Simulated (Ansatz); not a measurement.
# InCl3: one species, many methods

An exercise on one series of results from a longer session: the logs are not shown, and one member is left open.

Program: Ansatz 0.2.0, Gaussian basis. Level of theory: functionals in def2-TZVPP, the program's frozen cores in correlated methods. These are calculated values, not measurements.

Levels to be run: LDA (SPW92), PBE-D4, revPBE-D4, BLYP-D4, r2SCAN-D4, B97M-V, PBE0-D4, B3LYP-D4, r2SCANh-D4, r2SCAN0-D4, HSE06-D4, BHLYP-D4, CAM-B3LYP-D4, LC-ωPBE, ωB97X-V, ωB97M-V, B2PLYP, PBE-QIDH; CCSD(T)/def2-SVP; CCSD(T)/def2-TZVPP; MP2/def2-QZVPP; extrapolation to the limit; RPA on PBE.

## Structure used throughout

All runs share one geometry, relaxed beforehand with PBE0-D4 in a triple-zeta def2 set. In takes the def2 core potential; no spin-orbit term is included.

SMILES `[Cl][In]([Cl])[Cl]`, 4 atoms, charge 0, spin multiplicity 1.

Atoms are counted from 1 here; the program's logs count them from 0.

Bond lengths: Cl1–In2 2.293 Å, In2–Cl3 2.293 Å, In2–Cl4 2.293 Å. Angles: Cl1–In2–Cl3 120.0°, Cl1–In2–Cl4 120.0°, Cl3–In2–Cl4 120.0°.

The first run:

Input file in.yaml:

```yaml
crystal:
  periodic: [false, false, false]
  atoms:
    - {symbol: Cl, position_ang: [-0.202939, 0.521451, 2.213561]}
    - {symbol: In, position_ang: [0.014396, -0.014832, -0.005252]}
    - {symbol: Cl, position_ang: [1.015911, -1.985201, -0.615343]}
    - {symbol: Cl, position_ang: [-0.771970, 1.418281, -1.613166]}
basis:
  gaussian: {orbitals: def2-TZVPP}
hamiltonian: {xc: lda}
output: {orbitals: {seedname: orbitals}}
```

Among the steps run: LDA; PBE-D4 (GGA); revPBE-D4 (GGA); BLYP-D4 (GGA); r2SCAN-D4 (meta-GGA); B97M-V (meta-GGA); PBE0-D4 (hybrid); B3LYP-D4 (hybrid); r2SCANh-D4 (hybrid); r2SCAN0-D4 (hybrid); HSE06-D4 (hybrid); BHLYP-D4 (hybrid); CAM-B3LYP-D4 (range-separated); LC-ωPBE-D4 (range-separated; the results give it without D4); ωB97X-V (range-separated); ωB97M-V (range-separated); B2PLYP (double hybrid); PBE-QIDH (double hybrid).

One of the session's tables, all rows but one given; the rest of the session is left out.

It belongs to the step «Frontier levels by functional». 

```
  functional  HOMO (eV)  LUMO (eV)  gap (eV)
 LDA (SPW92)      -8.18      -4.09      4.09
      PBE-D4      -8.01      -3.76      4.26
   revPBE-D4      -7.96      -3.63      4.32
     BLYP-D4      -7.84      -3.70      4.13
   r2SCAN-D4      -8.40      -3.58      4.82
      B97M-V      -8.46      -3.58      4.87
     PBE0-D4      -9.46      -2.89      6.57
    B3LYP-D4      -9.16      -3.20      5.96
  r2SCANh-D4          ?          ?         ?
  r2SCAN0-D4      -9.71      -2.79      6.93
    HSE06-D4      -9.05      -3.26      5.79
    BHLYP-D4     -10.73      -2.00      8.73
CAM-B3LYP-D4     -10.84      -1.93      8.91
     LC-ωPBE     -12.32      -0.64     11.68
     ωB97X-V     -11.92      -0.80     11.11
     ωB97M-V     -11.74      -0.91     10.83
```

Estimate the missing values for r2SCANh-D4.

Worked estimate for «HOMO (eV)». Against the share of exact exchange, r2SCAN-D4 (0, -8.40), r2SCAN0-D4 (0.25, -9.71) give a slope of -5.24 per unit share; at 0.1 the line stands at -8.92.

As computed: HOMO (eV): -8.92; LUMO (eV): -3.26; gap (eV): 5.66. In «HOMO (eV)» the line misses by 0.00.
